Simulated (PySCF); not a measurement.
# C4H10Cl3NSn (SnCl3(NHtBu)): the cost of one run

Programs: PySCF 2.14.0, with routines of our own; each step states its level. All values are computed. Atoms count from 0.

## (1) The system as given

19 atoms, charge 0, multiplicity 1; geometry from: GFN2-xTB.

## (2) Geometry optimisation at PBE0-D3(BJ)/def2-SVP

The job: settings as JSON, then the geometry in Å.

```
{"job": {"xc": "PBE0", "basis": "def2-SVP", "d3": "d3bj", "grid": 1, "maxiter": 30, "shake": 0.03, "kind": "geom"}, "charge": 0, "multiplicity": 1}
Sn     1.149270     1.446410     1.769920
Cl     0.416000     1.854100     3.953150
Cl     3.256270     0.890860     1.767570
Cl     1.068020     3.603450     0.621770
N     -0.081320    -0.114070     1.049530
C     -0.291640    -0.411250    -0.321750
C      1.097890    -0.577130    -1.007160
C     -0.947710    -1.772590    -0.306200
C     -1.158400     0.609730    -0.990800
H     -0.990640     0.024500     1.550920
H      0.915360    -0.991670    -1.978330
H      1.572770     0.402890    -1.074910
H      1.625330    -1.199530    -0.457170
H     -0.448140    -2.500390     0.283550
H     -1.144970    -2.178770    -1.307010
H     -1.970080    -1.661680     0.206840
H     -0.648400     1.594540    -1.086480
H     -2.138110     0.729220    -0.526490
H     -1.344250     0.244820    -2.062330
```

On the command line:

```sh
> OMP_NUM_THREADS=1 python heavy_run.py task.json out
```

This one command runs all jobs of the session in turn.

Q: Estimate the wall time and peak memory of this first job on 1 thread of Intel Xeon Platinum 8559C, shared host.

About 6.7 min, with a peak of 1 GiB.
